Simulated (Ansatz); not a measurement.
# BFH5NO: the cost of one run

All numbers below are computed with Ansatz 0.2.0 (RKS B3LYP/def2-SVP).

### 1 The starting structure

Bond lengths: B1–O2 1.760 Å, O2–H3 1.010 Å, B1–F4 1.320 Å, B1–N5 1.550 Å, N5–H6 1.060 Å, N5–H7 1.060 Å. Angles: B1–O2–H3 109.5°, O2–B1–F4 120.0°, O2–B1–N5 120.0°, F4–B1–N5 120.0°, B1–N5–H6 120.0°, B1–N5–H7 120.0°, H6–N5–H7 120.0°.

Coordinates:

```xyz
9

B     0.0000    0.0000    0.0000
O     0.0000    0.0000    1.7600
H    -0.9095   -0.2814    2.0971
F     1.1431    0.0000   -0.6600
N    -1.3423    0.0000   -0.7750
H    -2.0112   -0.8164   -0.6764
H    -1.5914    0.8164   -1.4036
H     0.0668    1.4124    0.4698
H     0.0544    1.1498    1.3187
```

### 2 A restrained relaxation towards end A

Springs on the bonds that form and break draw the guess towards this end; the thresholds are loose.

File input.yaml:

```yaml
crystal:
  periodic: [false, false, false]
  atoms:
    - { symbol: B, position_ang: [0.0, 0.0, 0.0] }
    - { symbol: O, position_ang: [0.0, 0.0, 1.76] }
    - { symbol: H, position_ang: [-0.9095, -0.2814, 2.0971] }
    - { symbol: F, position_ang: [1.1431, 0.0, -0.66] }
    - { symbol: "N", position_ang: [-1.3423, 0.0, -0.775] }
    - { symbol: H, position_ang: [-2.0112, -0.8164, -0.6764] }
    - { symbol: H, position_ang: [-1.5914, 0.8164, -1.4036] }
    - { symbol: H, position_ang: [0.0668, 1.4124, 0.4698] }
    - { symbol: H, position_ang: [0.0544, 1.1498, 1.3187] }
basis:
  gaussian: { orbitals: def2-SVP }
hamiltonian:
  xc: b3lyp
relax:
  f_tol: 0.15
  max_steps: 25
  restrain:
    - { distance: [0, 7], at: 2.39, k: 30.0 }
    - { distance: [8, 1], at: 2.21, k: 30.0 }
    - { distance: [0, 1], at: 1.41, k: 30.0 }
    - { distance: [8, 7], at: 0.66, k: 30.0 }
```

Launch:

```sh
$ ansatz run input.yaml --threads 2 --pin off --max-ram 3072MiB --backend cpu --events-out ev --progress --plain --runs-dir out
```

**Question.** How long does this run take on 2 threads of Intel Xeon at 2.50GHz (Skylake/Cascade Lake), shared host, and how much memory does it need?

About 85 s, with a peak of 0.16 GiB.
